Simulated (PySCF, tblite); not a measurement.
# C3H7B3F3N: geometry, infrared bands and NMR shifts

Aim: predict the infrared bands and NMR shifts of C3H7B3F3N (`BN(B(F)B(F)F)C1CC1`).

The runs use tblite 0.8.0 and PySCF 2.14.0, with density-fitted response routines of our own; the level of theory stands in each step. All values are computed, except where a source is named. Atoms are numbered from 0 throughout.

### Step 1. The molecule as given

17 atoms, charge 0, multiplicity 1; geometry from: force field or distance geometry start.

Bonds of the start (Å): B0–N1 1.54, N1–B2 1.54, B2–F3 1.44, B2–B4 1.65, B4–F5 1.45, B4–F6 1.44, N1–C7 1.45, C7–C8 1.52, C8–C9 1.52, C9–C7 1.53, B0–H10 1.17, B0–H11 1.19, C7–H12 1.13, C8–H13 1.11, C8–H14 1.12, C9–H15 1.11, C9–H16 1.10.

### Step 2. Optimising the geometry with GFN2-xTB

Job settings and geometry (Å):

```
{"job": {"kind": "relax", "xc": "GFN2-xTB", "basis": "xTB"}, "charge": 0, "multiplicity": 1}
B      0.812800    -1.805200     0.792700
N      0.489200    -0.436300     0.160600
B      1.066300     0.639700     1.095900
F      0.617300     0.752100     2.460000
B      2.058300     1.806200     0.478300
F      2.440100     1.761500    -0.923000
F      2.540400     2.878000     1.313600
C     -0.953300    -0.275700     0.077800
C     -1.386500     0.670800    -1.029400
C     -1.547700    -0.826000    -1.217500
H      1.405300    -2.606800     0.171100
H      0.366400    -2.100100     1.856500
H     -1.602500    -0.331100     0.996000
H     -0.563700     1.124500    -1.627200
H     -2.349000     1.213200    -0.826600
H     -0.812900    -1.266500    -1.917600
H     -2.587600    -1.186100    -1.131600
```

The run is started by

```console
> OMP_NUM_THREADS=1 python probes_run.py task.json out
```

The driver reads the jobs from task.json and runs them one after another.

**Question.** This job is followed by: GFN2-xTB harmonic vibrations, gas phase; GIAO PBE0/pcSseg-1 NMR shielding, non-relativistic, gas phase. What will the session give for the following? strongest single infrared mode (GFN2-xTB); zero-point energy (GFN2-xTB); 13C shifts against TMS (PBE0/pcSseg-1, means over atoms taken as alike); 1H shifts against TMS (PBE0/pcSseg-1, means over atoms taken as alike); 11B shifts against BF3·OEt2 (PBE0/pcSseg-1); 15N shifts against NH3 (PBE0/pcSseg-1); 19F shifts against CFCl3 (PBE0/pcSseg-1, means over atoms taken as alike).

The runs gave:

```
                                                                 quantity                       value
                                strongest single infrared mode (GFN2-xTB)       1209 cm⁻¹, 350 km/mol
                                             zero-point energy (GFN2-xTB)               71.8 kcal/mol
  13C shifts against TMS (PBE0/pcSseg-1, means over atoms taken as alike)              34.2, 10.7 ppm
   1H shifts against TMS (PBE0/pcSseg-1, means over atoms taken as alike)  5.59, 2.87, 0.92, 0.49 ppm
                              11B shifts against BF3·OEt2 (PBE0/pcSseg-1)        51.8, 36.0, 25.1 ppm
                                   15N shifts against NH3 (PBE0/pcSseg-1)                   208.1 ppm
19F shifts against CFCl3 (PBE0/pcSseg-1, means over atoms taken as alike)            -42.5, -54.0 ppm
```

In words: The optimisation took 134 steps and gained 3.071 eV; among the close pairs (by a distance rule), B4–F5 changed most, from 1.453 to 1.324 Å. No mode is imaginary among the 45: a minimum at this level. The strongest single mode, at 1209 cm⁻¹, moves mainly B4. Unscaled tight-binding wavenumbers are off by several per cent, some by more. Its intensities can rank the bands wrongly. At PBE0/pcSseg-1: The widest tensor belongs to F3: span 391 ppm, with a paramagnetic part of -246 ppm.
